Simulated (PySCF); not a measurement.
**BF₃: a look at the electrons**

For BF₃, the scripts below analyse its density (charges, bond critical points, surface potential), see where an electron leaves and enters and measure its response to a uniform field.

Program: PySCF 2.14.0. Level of theory: levels as typed in each script, gas phase, geometry from GFN2-xTB. These are calculated values, not measurements.

## Step 1: Where the work starts

SMILES `FB(F)F`, 4 atoms, charge 0, spin multiplicity 1.

Bond lengths: F1–B2 1.300 Å, B2–F3 1.300 Å, B2–F4 1.300 Å. Angles: F1–B2–F3 120.0°, F1–B2–F4 120.0°, F3–B2–F4 120.0°.

Geometry (Å):

```mol
BF3
  3D, bonds by distance, orders not assigned

  4  3  0  0  0  0  0  0  0  0999 V2000
   -1.2997   -0.0422    0.0000 F   0  0
    0.0000    0.0000    0.0000 B   0  0
    0.6133    1.1467    0.0000 F   0  0
    0.6864   -1.1045    0.0000 F   0  0
  1  2  8  0
  2  3  8  0
  2  4  8  0
M  END
```

## Step 2: Density, bond paths and surface potential (B3LYP/def2-svpd)

File input.py:

```python
import numpy as np
from pyscf import gto, scf, dft
from pyscf.scf import atom_ks, atom_hf
from scipy.linalg import block_diag

def solve(mol, dm0=None, hcore=None):
    mf = (dft.UKS if mol.spin else dft.RKS)(mol, xc='b3lyp')
    mf.grids.level = 3
    mf = mf.density_fit(auxbasis='def2-universal-jkfit')
    mf.conv_tol, mf.max_cycle = 1e-8, 80
    if hcore is not None:
        mf.get_hcore = lambda *args: hcore
    mf.kernel(dm0)
    if not mf.converged:
        mf = mf.newton().run(mf.mo_coeff, mf.mo_occ, max_cycle=30)
    assert mf.converged, 'SCF not converged'
    return mf

mol = gto.M(atom='''
F     -1.29971    -0.04218     0.00000
B      0.00002     0.00000     0.00000
F      0.61332     1.14667     0.00000
F      0.68638    -1.10449     0.00000
''', basis='def2-svpd', charge=0, spin=0, verbose=4)
mf = solve(mol)
mf.analyze()
# spherically averaged free atoms, for the promolecule
atm = atom_ks.get_atm_nrks(mol, xc='b3lyp')
pro = block_diag(*[(atm[a[0]][2] * atm[a[0]][3]) @ atm[a[0]][2].T for a in mol._atom])
np.savez('result.npz', e=mf.e_tot, c=mf.mo_coeff, occ=mf.mo_occ, eps=mf.mo_energy, pro=pro, dip=mf.dip_moment(verbose=0), s2=mf.spin_square()[0])
```

Command:

```
> OMP_NUM_THREADS=1 python input.py
```

## Step 4: Removing and adding an electron (B3LYP/def2-svpd)

File input.py:

```python
import numpy as np
from pyscf import gto, scf, dft
from pyscf.scf import atom_ks, atom_hf
from scipy.linalg import block_diag

def solve(mol, dm0=None, hcore=None):
    mf = (dft.UKS if mol.spin else dft.RKS)(mol, xc='b3lyp')
    mf.grids.level = 3
    mf = mf.density_fit(auxbasis='def2-universal-jkfit')
    mf.conv_tol, mf.max_cycle = 1e-8, 80
    if hcore is not None:
        mf.get_hcore = lambda *args: hcore
    mf.kernel(dm0)
    if not mf.converged:
        mf = mf.newton().run(mf.mo_coeff, mf.mo_occ, max_cycle=30)
    assert mf.converged, 'SCF not converged'
    return mf

mol = gto.M(atom='''
F     -1.29971    -0.04218     0.00000
B      0.00002     0.00000     0.00000
F      0.61332     1.14667     0.00000
F      0.68638    -1.10449     0.00000
''', basis='def2-svpd', charge=0, spin=0, verbose=4)
mf = solve(mol)
out = dict(e0=mf.e_tot, dm0=mf.make_rdm1(), c=mf.mo_coeff, occ=mf.mo_occ, eps=mf.mo_energy)
for name, dq, spin in [('cation', 1, 1)]:
    ion = mol.copy().set(charge=mol.charge + dq, spin=spin).build()
    mi = solve(ion)
    if spin and dq > 0 and mol.nao < 130:
        c, _, stable, _ = mi.stability(return_status=True)
        if not stable:
            mi = solve(ion, mi.make_rdm1(c, mi.mo_occ))
    print(name, 'vertical energy change / eV', (mi.e_tot - mf.e_tot) * 27.211386)
    out.update({'e_' + name: mi.e_tot, 'dm_' + name: mi.make_rdm1(), 's2_' + name: mi.spin_square()[0], 'eps_' + name: mi.mo_energy, 'occ_' + name: mi.mo_occ})
# spherically averaged free atoms, for the promolecule
atm = atom_ks.get_atm_nrks(mol, xc='b3lyp')
pro = block_diag(*[(atm[a[0]][2] * atm[a[0]][3]) @ atm[a[0]][2].T for a in mol._atom])
np.savez('result.npz', pro=pro, **out)
```

## Step 6: Response to an electric field (B3LYP/def2-svpd)

File input.py:

```python
import numpy as np
from pyscf import gto, scf, dft
from pyscf.scf import atom_ks, atom_hf
from scipy.linalg import block_diag

def solve(mol, dm0=None, hcore=None):
    mf = (dft.UKS if mol.spin else dft.RKS)(mol, xc='b3lyp')
    mf.grids.level = 3
    mf = mf.density_fit(auxbasis='def2-universal-jkfit')
    mf.conv_tol, mf.max_cycle = 1e-8, 80
    if hcore is not None:
        mf.get_hcore = lambda *args: hcore
    mf.kernel(dm0)
    if not mf.converged:
        mf = mf.newton().run(mf.mo_coeff, mf.mo_occ, max_cycle=30)
    assert mf.converged, 'SCF not converged'
    return mf

mol = gto.M(atom='''
F     -1.29971    -0.04218     0.00000
B      0.00002     0.00000     0.00000
F      0.61332     1.14667     0.00000
F      0.68638    -1.10449     0.00000
''', basis='def2-svpd', charge=0, spin=0, verbose=4)
field = np.array([0.004, 0.0, 0.0])  # atomic units
mol.set_common_orig(mol.atom_charges() @ mol.atom_coords() / mol.atom_charges().sum())
mf = solve(mol)
out = dict(dm0=mf.make_rdm1(), d0=mf.dip_moment(unit='AU'), e0=mf.e_tot)
for name, sign in (('p', 1), ('m', -1)):
    h = mf.get_hcore() + sign * np.einsum('x,xij->ij', field, mol.intor('int1e_r'))
    mi = solve(mol, mf.make_rdm1(), h)
    out.update({'dm' + name: mi.make_rdm1(), 'd' + name: mi.dip_moment(unit='AU'), 'e' + name: mi.e_tot})
# spherically averaged free atoms, for the promolecule
atm = atom_ks.get_atm_nrks(mol, xc='b3lyp')
pro = block_diag(*[(atm[a[0]][2] * atm[a[0]][3]) @ atm[a[0]][2].T for a in mol._atom])
np.savez('result.npz', pro=pro, **out)
```

(Steps that only read results are left out.)

**Question.** What will these runs give? Wanted: dipole moment; HOMO, LUMO; vertical ionisation energy; polarisability along the field.

The runs gave:

```
                                        quantity             value
                 dipole moment (B3LYP/def2-svpd)            0.00 D
                    HOMO, LUMO (B3LYP/def2-svpd)  -12.05, -0.31 eV
    vertical ionisation energy (B3LYP/def2-svpd)          15.36 eV
polarisability along the field (B3LYP/def2-svpd)        17.0 bohr³
```

In words: At B3LYP/def2-svpd: The highest Hirshfeld charge is on B2 (+0.40 e), the lowest on F1, F3 and F4 (−0.13 e). The ionisation energy from two SCF runs, 15.36 eV, lies 3.3 eV above −ε(HOMO) = 12.05 eV of the same level, B3LYP/def2-svpd, since self-interaction lifts this functional's HOMO. All values hold at the given geometry, in the gas phase.
